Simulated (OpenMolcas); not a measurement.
**Nb⁴⁺ among point charges: CASSCF and CASPT2 levels and susceptibility**

Aim: the splitting of the states of Nb⁴⁺ in the field of 4 point charges, its lowest levels with spin-orbit coupling and its magnetic susceptibility.

Method: state-averaged CASSCF and CASPT2, spin-orbit coupling by RASSI with atomic mean-field integrals. Code: OpenMolcas 26.06.

## Step 1: Starting point

* Species: Nb⁴⁺ (niobium, Z = 41, 37 electrons)
* Basis: ANO-RCC-VDZP [6s5p3d1f], 43 functions
* Scalar Hamiltonian: DKH2, point nucleus
* Inactive shells: 1s 2s 2p 3s 3p 3d 4s 4p
* Active space: 1 electron in 5 orbitals (4d)
* Some configurations of this space: 4d
* Orbitals: optimised for each spin and parity, averaged over all roots

The outer shells:

4d
```
4d [↑ ][  ][  ][  ][  ]
```

The ion sits among 4 point charges of -2 e arranged as a tetrahedron (Td), 2.22 Å from the ion.

Each step is its own input file, run in one work folder so that later steps find the files of earlier ones. Labels, J, g values, rates, χT and fits are worked out afterwards by a script from the matrices that RASSI stores.

## Step 2: GATEWAY and SEWARD: basis and integrals

File a.inp:

```
&GATEWAY
Coord
1

Nb 0.0 0.0 0.0
Basis=ANO-RCC-VDZP
Group=NoSym
NoMove
AngMom=0.0 0.0 0.0
AMFI
XField
4 Angstrom 0
1.281718 1.281718 1.281718 -2.000000
1.281718 -1.281718 -1.281718 -2.000000
-1.281718 1.281718 -1.281718 -2.000000
-1.281718 -1.281718 1.281718 -2.000000
&SEWARD
```

Launch:

```console
$ OMP_NUM_THREADS=1 MOLCAS_MEM=1689 MOLCAS_PROJECT=a pymolcas a.inp > a.log
```

## Step 3: CASSCF: doublets, 5 roots

File a.inp:

```
&RASSCF
FileOrb=start.orb
Symmetry=1
Spin=2
nActEl=1 0 0
Inactive=18
Ras2=5
CIRoot=5 5 1
SDav=5
CIMx=300
Iter=120 100
PrWF=0.3
OrbListing=Nothing
MaxOrb=0
>>> COPY $Project.JobIph JOB001
```

start.orb holds the contracted functions of the basis, ordered by shell, or the orbitals of the step before.

## Step 4: RASSI: spin-orbit coupling between the states

File a.inp:

```
&RASSI
NrOfJobIphs=1 5
1 2 3 4 5
IphNames
JOB001
EJob
SpinOrbit
DIPRint=1.0
SOCoupling=1000.0
Subsets=2
Property=9
'ANGMOM' 1 'ANGMOM' 2 'ANGMOM' 3 'MLTPL  1' 1 'MLTPL  1' 2 'MLTPL  1' 3
'AMFI' 1 'AMFI' 2 'AMFI' 3
SOProperty=3
'ANGMOM' 1 'ANGMOM' 2 'ANGMOM' 3
```

## Step 5: CASPT2: IPEA 0.25, imaginary shift 0.1 (closed shells correlated: 4s 4p)

File a.inp:

```
>>> COPY JOB001 $Project.JobIph
&CASPT2
Multistate=5 1 2 3 4 5
NoMult
Frozen=14
IPEA=0.25
Imaginary=0.1
MaxIter=60
WThr=0.0 0.3 0.05
PrWF=0.5
NoMix
```

(Steps that only read results are left out.)

**Question.** What will these runs give? Wanted: spin-free ground state; first state of the same spin within the active space; lowest level; next level.

**Answer**, as computed:

```
                                            quantity                                                                        value
                                              method  SS-CASPT2, IPEA 0.25, imaginary shift 0.1 (closed shells correlated: 4s 4p)
                              spin-free ground state                                               2E, 2-fold in its orbital part
first state of the same spin within the active space                                                             2T2 at 3110 cm⁻¹
                                        lowest level                                                                    4-fold Γ8
                                          next level                                                                  3275.8 cm⁻¹
                                         χT at 300 K                                                               0.23 cm³ K/mol
                           effective moment at 300 K                                                                      1.37 μB
```

Cost by method:

```csv
method,time of its own steps,time with the reference
A. CASSCF,1.6 s,1.6 s
"B. SS-CASPT2, IPEA 0.25, imaginary shift 0.1, +4s 4p",0.62 s,2.2 s
```

Times are of one thread on a shared host.

In words: The spin-free ground state (2E) comes to 100 % from free-ion D terms and keeps the highest spin of the shell. χT at 300 K is 0.23, against 0.38 cm³ K/mol for the spin alone, so orbital moment lowers it. A ligand-field fit to the states below 45000 cm-1 gives 10Dq = -3107 cm-1, the gap between the two states. CASPT2 does not keep the components of a term degenerate, and the means are used. An orbital doublet at a regular site is open to a Jahn-Teller distortion, which this geometry leaves out. The field of point charges can differ much from that of real complexes. Point charges carry no covalency, so the field is a model and not that of real ligands.
